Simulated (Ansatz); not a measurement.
Turn this script for Ansatz's Python interface into the input file that the command-line program reads.

`run_scf.py`
```python
'''SCF run for TiNbB4.'''

from collections import Counter
from dataclasses import dataclass
from pathlib import Path
import sys

import ansatz as az
from ase import Atoms
import numpy as np
from pymatgen.core import Structure
from scipy.ndimage import map_coordinates


@dataclass(frozen=True)
class Options:
    cutoff_ev: int = 420
    scf_tol: float = 1e-08
    kgrid: tuple[int, ...] = (11, 11, 5)


opts = Options()


def main() -> None:
    atoms = Atoms(
        ['Ti', 'Nb', 'B', 'B', 'B', 'B'],
        scaled_positions=[
            (0.0, 0.0, 0.5),
            (0.0, 0.0, 0.0),
            (1 / 3, 2 / 3, 0.740769),
            (1 / 3, 2 / 3, 0.259231),
            (2 / 3, 1 / 3, 0.740769),
            (2 / 3, 1 / 3, 0.259231),
        ],
        cell=[
            (3.071061, 0.0, 0.0),
            (-1.53553, 2.659617, 0.0),
            (0.0, 0.0, 6.565292),
        ],
        pbc=True,
    )
    system = az.Crystal.from_ase(atoms)

    # functional, basis and sampling
    base = (
        system.calculation()
        .basis(opts.cutoff_ev)
        .scf(tolerance=opts.scf_tol)
        .occupations(az.OccupationsMethod.FERMI_DIRAC, width=100 * az.meV)
        .kpoints(*opts.kgrid)
        .functional(az.Functional.PBESOL)
        .compute(potential_components=True, band_table=True, density=True)
    )
    try:
        res = base.run(threads=1)
    except az.NonConvergedError as error:
        sys.exit(f'no convergence: {error}')
    except az.RefusalError as error:
        sys.exit(f'input refused: {error}')
    data = res.report

    n_atoms = len(data['lattice']['sites'])
    print('F =', round(data['free_energy_ev'], 4), 'eV for', n_atoms, 'atoms')
    print('E(sigma -> 0) =', round(data['energy_sigma0_ev'], 4), 'eV, TS =', round(data['entropy_ts_ev'], 5), 'eV')
    print('closed by', data['closed_by'], 'after', data['n_iterations'], 'iterations')

    folder = Path(res.write_results('parts'))
    text = (folder / 'v_comp_z.tsv').read_text().splitlines()
    rows = np.array([line.split() for line in text if not line.startswith('#')], dtype=float)
    print(text[0])
    print(np.array2string(rows[:: max(len(rows) // 12, 1)], precision=3, suppress_small=True))

    print('band  energy (eV)  occupation (first spin channel), at k =', data['kpoints_frac'][0])
    for band, (e, occ) in enumerate(zip(data['eigenvalues_ev'][0], data['occupations'][0]), start=1):
        print(f'{band:4d} {e:12.4f} {occ:9.4f}')

    final = Structure(res.lattice.cell_ang, [s.symbol for s in res.lattice.sites], [s.position_frac for s in res.lattice.sites])
    # shortest distances, periodic images included
    shortest = {}
    for site, neighbours in zip(final, final.get_all_neighbors(5.0)):
        for other in neighbours:
            pair = '-'.join(sorted((site.specie.symbol, other.specie.symbol)))
            shortest[pair] = min(shortest.get(pair, 9e9), other.nn_distance)
    for pair, distance in sorted(shortest.items(), key=lambda item: item[1]):
        print(f'shortest {pair:6s} {distance:.4f} A')

    # smooth valence density along the shortest bond of atom 0
    rho = res.density()
    total = sum(channel.density_e_per_ang3 for channel in rho.channels[:2])
    grid_cell = np.asarray(rho.fft_grid_basis) @ res.lattice.cell_ang
    partner = min(final.get_neighbors(final[0], 5.0), key=lambda n: n.nn_distance)
    line = np.linspace(final[0].coords, partner.coords, 13)
    points = (line @ np.linalg.inv(grid_cell)) * rho.dims
    values = map_coordinates(total, points.T, order=3, mode='grid-wrap')
    print(f'from {final[0].specie} to {partner.specie}, {partner.nn_distance:.3f} A')
    for t, value in zip(np.linspace(0, partner.nn_distance, 13), values):
        print(f'{t:7.3f} A  {value:9.4f} e/A^3')

    edges = data.get('band_edges_ev')
    if edges:
        print(f'band edges on the mesh: {edges[0]:.3f} and {edges[1]:.3f} eV, gap {edges[1] - edges[0]:.3f} eV')
    else:
        print('no band edges reported (a metal, or a gap too narrow for this smearing); Fermi level', round(data['fermi_energy_ev'], 3), 'eV')


if __name__ == '__main__':
    main()
```

```console
$ python run_scf.py
F = -7585.8506 eV for 6 atoms
E(sigma -> 0) = -7585.8183 eV, TS = 0.06475 eV
closed by deck_thresholds after 6 iterations
# z_ang	v_loc[eV]	v_h[eV]	v_xc[eV]
[[  0.    -23.26   18.51  -14.492]
 [  0.438  -8.596  10.183 -13.546]
 [  0.875  15.283  -4.66  -12.17 ]
 [  1.313  17.981 -12.588 -12.754]
 [  1.751  13.028 -13.755 -13.398]
 [  2.188  17.41   -9.428 -12.44 ]
 [  2.626   7.442   2.476 -12.061]
 [  3.064 -12.826  18.516 -12.753]
 [  3.501 -12.826  18.516 -12.753]
 [  3.939   7.442   2.476 -12.061]
 [  4.377  17.41   -9.428 -12.44 ]
 [  4.815  13.028 -13.755 -13.398]
 [  5.252  17.981 -12.588 -12.754]
 [  5.69   15.283  -4.66  -12.17 ]
 [  6.128  -8.596  10.183 -13.546]]
band  energy (eV)  occupation (first spin channel), at k = [0.0, 0.0, 0.0]
   1     -40.1406    2.0000
   2     -38.7501    2.0000
   3     -16.7545    2.0000
   4     -16.3149    2.0000
   5     -16.3149    2.0000
   6     -15.1237    2.0000
   7     -14.4755    2.0000
   8     -14.4755    2.0000
   9       2.8325    2.0000
  10       4.9554    2.0000
  11       8.5884    2.0000
  12      13.2122    2.0000
  13      13.2122    2.0000
  14      13.3493    2.0000
  15      13.9643    2.0000
  16      15.4428    2.0000
  17      15.4428    2.0000
  18      15.7504    2.0000
  19      15.7504    2.0000
  20      16.3494    1.9842
  21      16.3494    1.9842
  22      17.8953    0.0000
  23      18.2900    0.0000
  24      18.2900    0.0000
  25      20.0704    0.0000
shortest B-B    1.7731 A
shortest B-Ti   2.3754 A
shortest B-Nb   2.4577 A
shortest Ti-Ti  3.0711 A
shortest Nb-Nb  3.0711 A
shortest Nb-Ti  3.2826 A
from Ti to B, 2.375 A
  0.000 A    10.1620 e/A^3
  0.198 A     9.6845 e/A^3
  0.396 A     7.3440 e/A^3
  0.594 A     3.6525 e/A^3
  0.792 A     1.1557 e/A^3
  0.990 A     0.4349 e/A^3
  1.188 A     0.3355 e/A^3
  1.386 A     0.3872 e/A^3
  1.584 A     0.5091 e/A^3
  1.782 A     0.6588 e/A^3
  1.979 A     0.6692 e/A^3
  2.177 A     0.4208 e/A^3
  2.375 A     0.2260 e/A^3
no band edges reported (a metal, or a gap too narrow for this smearing); Fermi level 16.833 eV
```

`input.yaml`:
```yaml
crystal:
  lattice:
    - [3.071061, 0.0, 0.0]
    - [-1.53553, 2.659617, 0.0]
    - [0.0, 0.0, 6.565292]
  atoms:
    - { symbol: Ti, position: [0.0, 0.0, 0.5] }
    - { symbol: Nb, position: [0.0, 0.0, 0.0] }
    - { symbol: B, position: [0.3333333333333, 0.6666666666667, 0.740769] }
    - { symbol: B, position: [0.3333333333333, 0.6666666666667, 0.259231] }
    - { symbol: B, position: [0.6666666666667, 0.3333333333333, 0.740769] }
    - { symbol: B, position: [0.6666666666667, 0.3333333333333, 0.259231] }
basis:
  ecutwfc: 420.0
kpoints:
  mp_grid: { grid: [11, 11, 5] }
hamiltonian:
  xc: pbesol
scf:
  convergence: { dr2_threshold: 1.0e-08 }
  occupations: { method: fermi_dirac, width: 0.1 }
output:
  write_density: true
  write_potential_components: true
  eigenvalues: true
```

Launched from the shell:
```console
$ ansatz run input.yaml --threads 1 --pin off --max-ram 3072MiB --backend cpu --events-out ev --progress --plain --runs-dir out
Engine: ansatz 0.2.0, aarch64-unknown-linux-gnu
Pseudopotentials: kind: paw
Pseudopotential: Ti, paw, valence charge 12, recommended cutoff 420 eV (normal), Ti.paw.azcp
Pseudopotential: Nb, paw, valence charge 13, recommended cutoff 420 eV (normal), Nb.paw.azcp
Pseudopotential: B, paw, valence charge 3, recommended cutoff 420 eV (normal), B.paw.azcp
Functional definition: PBEsol
  exchange = pbesol_x
  correlation = pbesol_c
Crystal: 6 atoms, lattice volume = 53.624 Å³
Basis set: ecut = 420 eV, 1041 PW (Γ)
Bands: 25, of which v1, the nominal top of the filled ones, is band 19 counted from 1 (18 counted from 0)
Symmetry: 24 space group operations
Space group: P6/mmm (ITA 191), of the structure as read, at distance tolerance 3.8e-5 Å
k-points: 48 of 605
Non-local potential: Ti, projectors of the file, l = 0: 3, l = 1: 2, l = 2: 3, l = 3: 1
Non-local potential: Nb, projectors of the file, l = 0: 3, l = 1: 2, l = 2: 2, l = 3: 1
Non-local potential: B, projectors of the file, l = 0: 2, l = 1: 2, l = 2: 1
PAW form: soft (Blöchl's): semilocal exchange-correlation on the pseudo side does not see the compensation charge
PAW frozen core: Ti, regenerated for the run's functional, and the local potential with it (the file was generated under x = pbe(κ = 0.804, μ = 0.2195149727645171), c = pbe(β = 0.06672455060314922))
PAW frozen core: Nb, regenerated for the run's functional, and the local potential with it (the file was generated under x = pbe(κ = 0.804, μ = 0.2195149727645171), c = pbe(β = 0.06672455060314922))
PAW frozen core: B, regenerated for the run's functional, and the local potential with it (the file was generated under x = pbe(κ = 0.804, μ = 0.2195149727645171), c = pbe(β = 0.06672455060314922))
PAW one-centre angular grid: Ti, 590 points (default); XC on 64 Gauss nodes
PAW one-centre angular grid: Nb, 590 points (default); XC on 64 Gauss nodes
PAW one-centre angular grid: B, 110 points (default); XC on 64 Gauss nodes
Initial density: superposition of atomic densities (neutral atoms: chi_scale 0, normalization atom), corrected by the library's trained network
Initial wavefunctions: pseudopotential atomic-orbital guess
Functional: x = pbesol(κ = 0.804, μ = 0.12345679012345678), c = pbesol(β = 0.046)
SCF iter   1: F=—  HF=-7585.858137 eV  |F-HF|=—  |Δ(HF+E_count)|=         —  Δρ=5.80e-3  dr2=2.35e-2  ethr=1.77e-3  ⟨swp⟩=5.4  Hψ=5304  notcnv=0
preconditioner: auto → Kerker (q_TF=auto, 2.565 Å⁻¹)  [metal: Δε(μ)=0.009 eV  Ē_g=8.055 eV  σ=0.100 eV  W_gap=0.02  n_scr=22 (ndim 8)  ℏωp=23.2 eV  f_vac=0.000  D(μ)=2.09/eV (n_scr^D=22)]
SCF iter   2: F=—  HF=-7585.853057 eV  |F-HF|=—  |Δ(HF+E_count)|=   5.08e-3  Δρ=3.28e-3  dr2=7.93e-3  ethr=6.35e-5  ⟨swp⟩=1.0  Hψ=1584  notcnv=0
SCF iter   3: F=—  HF=-7585.850653 eV  |F-HF|=—  |Δ(HF+E_count)|=   2.40e-3  Δρ=3.43e-4  dr2=1.11e-4  ethr=2.14e-5  ⟨swp⟩=2.0  Hψ=1688  notcnv=0
SCF iter   4: F=—  HF=-7585.850630 eV  |F-HF|=—  |Δ(HF+E_count)|=   2.29e-5  Δρ=7.69e-5  dr2=6.92e-6  ethr=2.99e-7  ⟨swp⟩=2.1  Hψ=1717  notcnv=0
SCF iter   5: F=—  HF=-7585.850633 eV  |F-HF|=—  |Δ(HF+E_count)|=   3.47e-6  Δρ=1.18e-5  dr2=1.44e-7  ethr=1.87e-8  ⟨swp⟩=1.4  Hψ=1221  notcnv=0
SCF iter   6: F=-7585.850633 eV  HF=-7585.850633 eV  |F-HF|=6.10e-9  |Δ(HF+E_count)|=   4.19e-8  Δρ=2.47e-6  dr2=7.85e-9  ethr=2.70e-11  ⟨swp⟩=3.8  Hψ=3303  notcnv=0
the search or the solves at the SCF's close seem to have found levels that the self-consistency loop had missed (the run counts 1). By its estimate they hold under 1e-12 electrons; where the run keeps them, the occupations were computed again with them
SCF 1 converged in 6 iterations: F = -7585.850633 eV  dr2 = 7.85e-9
  greatest PAW one-centre occupation: 0.999 electrons in one spin orbital (limit 2), on the Ti atom at site 0 (counted from 0), in its partial waves of l = 0
SCF converged after 6 iterations
Free energy (F): -7585.850633 eV
Harris-Foulkes:  -7585.850633 eV  (|F-HF|=6.10e-9)
Internal energy: -7585.785884 eV  (E = F + TS)
E sigma→0 (E₀):  -7585.818259 eV
Entropy (-TS):   -0.064749 eV (-10.792 meV/atom)
Fermi energy:    16.832585 eV
--- Per-component energies (eV) ---
  E_band       = -116.364367
  E_kinetic    = 871.619613
  E_local      = -1505.223609  (includes V_loc(G=0)·N_el)
  E_nonlocal   = 172.463368
  E_hartree    = 564.202652
  E_xc         = -404.996250
  E_vxc        = -494.210245  (∫ρ·V_xc dr)
  E_paw        = -4341.714513  (= ΣΔE_a)
  E_vpaw       = -289.419397  (= ΣTr[D̂ρ^β])
  E_aug_tail   = 0.000108  (compensation charges beyond the density's cutoff)
  E_ewald      = -2942.524189
  E_core_change = 0.386937  (= ΣΔE_core)
  E_smearing   = -0.064749  (= −TS)
  E_closure    = 0.000000  (closes the sum)
  Σ components = -7585.850633   (vs F -7585.850633, Δ=0.00e0)
--- Band table (eV; the first three rows and the last of 48) ---
  k-point 0: bands = ["-40.1406", "-38.7501", "-16.7545", "-16.3149", "-16.3149", "-15.1237", "-14.4755", "-14.4755", "2.8325", "4.9554", "8.5884", "13.2122", "13.2122", "13.3493", "13.9643", "15.4428", "15.4428", "15.7504", "15.7504", "16.3494", "16.3494", "17.8953", "18.2900", "18.2900", "20.0704"]
  k-point 1: bands = ["-40.1406", "-38.7501", "-16.7513", "-16.3149", "-16.3149", "-15.1281", "-14.4755", "-14.4755", "2.9779", "4.6414", "9.0232", "12.4579", "13.3147", "13.3147", "14.7447", "14.9047", "14.9047", "15.8982", "15.8982", "17.0142", "17.0142", "17.6040", "17.8524", "17.8524", "19.7938"]
  k-point 2: bands = ["-40.1405", "-38.7502", "-16.7461", "-16.3149", "-16.3149", "-15.1353", "-14.4755", "-14.4755", "3.3886", "4.0065", "10.0127", "11.2561", "13.5926", "13.5926", "14.2653", "14.2653", "15.6172", "16.3138", "16.3138", "16.9559", "17.0861", "17.0861", "18.0133", "18.0133", "19.0808"]
  k-point 47: bands = ["-40.0871", "-38.6400", "-16.6612", "-16.6027", "-16.5305", "-15.0952", "-14.9524", "-14.9419", "7.0628", "7.6061", "7.7466", "8.0320", "9.6105", "10.1047", "12.8869", "13.1372", "13.4241", "13.5686", "18.1581", "18.6662", "18.7093", "19.0291", "19.4660", "19.7391", "22.2147"]
```

Reading the output:
- Total energies depend on the potentials; only differences at equal settings carry meaning. A total without «per atom» is that of the cell as typed.
- The run is spin-unpolarised.
- The computed bands are complete only to about 2.1 eV above the Fermi level.
- Only differences from the Fermi energy are physical; the zero of the scale is a convention.
- Densities and potentials on the grid are those of the valence electrons, and inside the cores they hang on the potentials used.
- The structure comes from a database of computed cells and needn't be a stable or known phase.
- Gaps and levels are Kohn-Sham values on a finite set of k-points, without spin-orbit coupling.
- Hardware and time: 4.5 s on 1 thread of Arm Neoverse V1, with other jobs on the host, peak memory 0.46 GiB.

(Lines on the test bed's own set-up are left out of the output.)
